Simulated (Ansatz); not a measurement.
**C₂H₂ClIn: basis-set convergence**

One table from this session's results is given with a row withheld; the runs are named, their logs left out.

Program: Ansatz 0.2.0, Gaussian basis. Level of theory: one geometry, several basis sets. These are calculated values, not measurements.

Levels to be run: PBE0-D4/def2-SVP; ωB97M-V/def2-SVP; PBE0-D4/def2-QZVPP; ωB97M-V/def2-QZVPP; the functionals' def2-TZVPP values are taken from earlier runs.

**Structure used throughout**

The geometry comes from an earlier relaxation with PBE0-D4 in a triple-zeta def2 set; it is a stationary point. In takes the def2 core potential; no spin-orbit term is included.

SMILES `C#[C][InH][Cl]`, 6 atoms, charge 0, spin multiplicity 1.

Atoms are counted from 1 here; the program's logs count them from 0.

Bond lengths: C1–C2 1.208 Å, C1–H5 1.067 Å, C2–In3 2.071 Å, In3–Cl4 2.329 Å, In3–H6 1.695 Å. Angles: C2–C1–H5 179.5°, C1–C2–In3 178.9°, C2–In3–Cl4 112.9°, C2–In3–H6 130.6°, Cl4–In3–H6 116.5°.

Set-up of the first run:

Contents of in.yaml:

```yaml
crystal:
  periodic: [false, false, false]
  atoms:
    - {symbol: C, position_ang: [1.528197, -1.086454, -0.707092]}
    - {symbol: C, position_ang: [0.654058, -0.395971, -0.239298]}
    - {symbol: In, position_ang: [-0.818276, 0.805201, 0.583930]}
    - {symbol: Cl, position_ang: [-2.941304, 0.336341, -0.251700]}
    - {symbol: H, position_ang: [2.293607, -1.700463, -1.125341]}
    - {symbol: H, position_ang: [-0.716293, 2.041336, 1.739490]}
basis:
  gaussian: {orbitals: def2-SVP}
hamiltonian: {xc: pbe0, dispersion: d4}
output: {orbitals: {seedname: orbitals}}
```

On the command line:

```console
$ ansatz run in.yaml --threads 2 --pin off --events-out ev --progress --plain --max-ram 20480MiB --backend cpu
```

Among the steps run: PBE0-D4 in def2-SVP; ωB97M-V in def2-SVP; PBE0-D4 in def2-QZVPP; ωB97M-V in def2-QZVPP.

One table of the session follows, with a row left open; its other results are not shown here.

It belongs to the step «Density functionals: the series». 

```
functional       basis  HOMO (eV)  LUMO (eV)
   PBE0-D4    def2-SVP      -8.30      -1.97
   PBE0-D4  def2-TZVPP      -8.37      -2.07
   PBE0-D4  def2-QZVPP          ?          ?
   ωB97M-V    def2-SVP     -10.50      -0.28
   ωB97M-V  def2-TZVPP     -10.61      -0.45
   ωB97M-V  def2-QZVPP     -10.63      -0.50
```

Estimate the missing values for PBE0-D4, def2-QZVPP.

**Answer.** HOMO (eV): -8.38; LUMO (eV): -2.09. In the column «HOMO (eV)» it lies between ωB97M-V, def2-SVP (-10.50) and PBE0-D4, def2-TZVPP (-8.37).
